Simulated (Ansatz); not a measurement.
# As2+ (quartet): the correlation ladder, cc-pVTZ

How much of the correlation energy of As2+ (quartet) does each wave-function method recover here?

Computed with Ansatz 0.2.0, Gaussian basis. Level: cc-pVTZ, core rule «outside noble gas», up to 28 orbitals frozen.

To be run: UHF; CCSD(T) on ROHF; CCSD(T) on UHF; BCCD(T) on ROHF; CISD as a restricted active space (open shells left free, so some higher excitations enter); CCSDT(Q) on ROHF; CCSDT(Q) on UHF; CASSCF and MRCISD+Q, 9 electrons in 8 orbitals; CASSCF and MRCISD+Q(relaxed), 9 electrons in 8 orbitals; CASSCF and NEVPT2, 9 electrons in 8 orbitals.

16 further runs of the same task are left out: 4 that didn't finish, 12 set aside as unsound or not needed. Runs told in other sessions of the task aren't counted.

### 1 The system

The geometry is a PBE0/def2-TZVP stationary point (not a proven minimum) of the parent state, kept for this charge and spin. No spin-orbit coupling is included. The filled d shell of As may be among the frozen orbitals whatever the setting's name suggests.

2 atoms, charge 1, spin multiplicity 4.

Atoms are counted from 1 here; the program's logs count them from 0.

Bond lengths: As1–As2 2.276 Å.

As a file:

```csv
atom,x (Å),y (Å),z (Å)
As1,0.0000,0.0000,0.0000
As2,0.0000,0.0000,2.2756
```

### 2 UHF

File in.yaml:

```yaml
crystal:
  periodic: [false, false, false]
  atoms:
    - {symbol: As, position_ang: [0.000000, 0.000000, 0.000000]}
    - {symbol: As, position_ang: [0.000000, 0.000000, 2.275600]}
basis:
  gaussian: {orbitals: cc-pVTZ}
total_charge: 1
magnetization: {spin_polarized: true, initial_magnetization: 3}
hamiltonian: {xc: hf}
output: {orbitals: {seedname: orbitals}}
```

Started as:

```
> ansatz run in.yaml --threads 1 --pin off --events-out ev --progress --plain --max-ram 2393MiB
```

The runs that follow: CCSD(T) on ROHF; CCSD(T) on UHF; BCCD(T) on ROHF; CISD as a restricted active space (open shells left free, so some higher excitations enter); CCSDT(Q) on ROHF; CCSDT(Q) on UHF; CASSCF and MRCISD+Q, 9 electrons in 8 orbitals; CASSCF and MRCISD+Q(relaxed), 9 electrons in 8 orbitals; CASSCF and NEVPT2, 9 electrons in 8 orbitals.

**Question.** What will the summary of the whole plan be? Wanted: UCCSDT(Q) from the RHF energy; RMP2 from UCCSDT(Q); UMP2 from UCCSDT(Q); RCCSD from UCCSDT(Q); RCCSD(T) from UCCSDT(Q); UCCSD(T) from UCCSDT(Q); RCCSDT(Q) from UCCSDT(Q); NEVPT2 valence from UCCSDT(Q); MRCISD+Q valence from UCCSDT(Q).

**Answer**, as computed:

```
                                quantity                                                                   value
           UCCSDT(Q) from the ROHF energy                                                              -5.7309 eV
                     RMP2 from UCCSDT(Q)                                                             +1091.6 meV
                     UMP2 from UCCSDT(Q)                                                             +1135.0 meV
                    RCCSD from UCCSDT(Q)                                                              +312.7 meV
                 RCCSD(T) from UCCSDT(Q)                                                               +64.7 meV
                 UCCSD(T) from UCCSDT(Q)                                                               +53.6 meV
                RCCSDT(Q) from UCCSDT(Q)                                                               +12.6 meV
           NEVPT2 valence from UCCSDT(Q)                                                              +965.7 meV
         MRCISD+Q valence from UCCSDT(Q)                                                               +43.1 meV
MRCISD+Q(relaxed) valence from UCCSDT(Q)                                                               +30.1 meV
       levels within 1 kcal/mol (43 meV)  RCCSDT, UCCSDT, RCCSDT(Q), MRCISD+Q valence, MRCISD+Q(relaxed) valence
                           T1 diagnostic                                                                   0.020
          effectively unpaired electrons                                                                    3.02
```

**Reading.** RCCSD(T) misses by +64.7 meV, 1.1 % of the correlation energy. One determinant dominates. Of the multireference levels listed MRCISD+Q(relaxed) valence comes nearest in total energy (+30.1 meV), which doesn't show that its space is the better one. These misses are within one basis, not against nature; the frozen cores of restricted and unrestricted runs differ, which can shift their rows.

With open shells the CI space here admits some higher excitations, so it is larger than plain CISD.
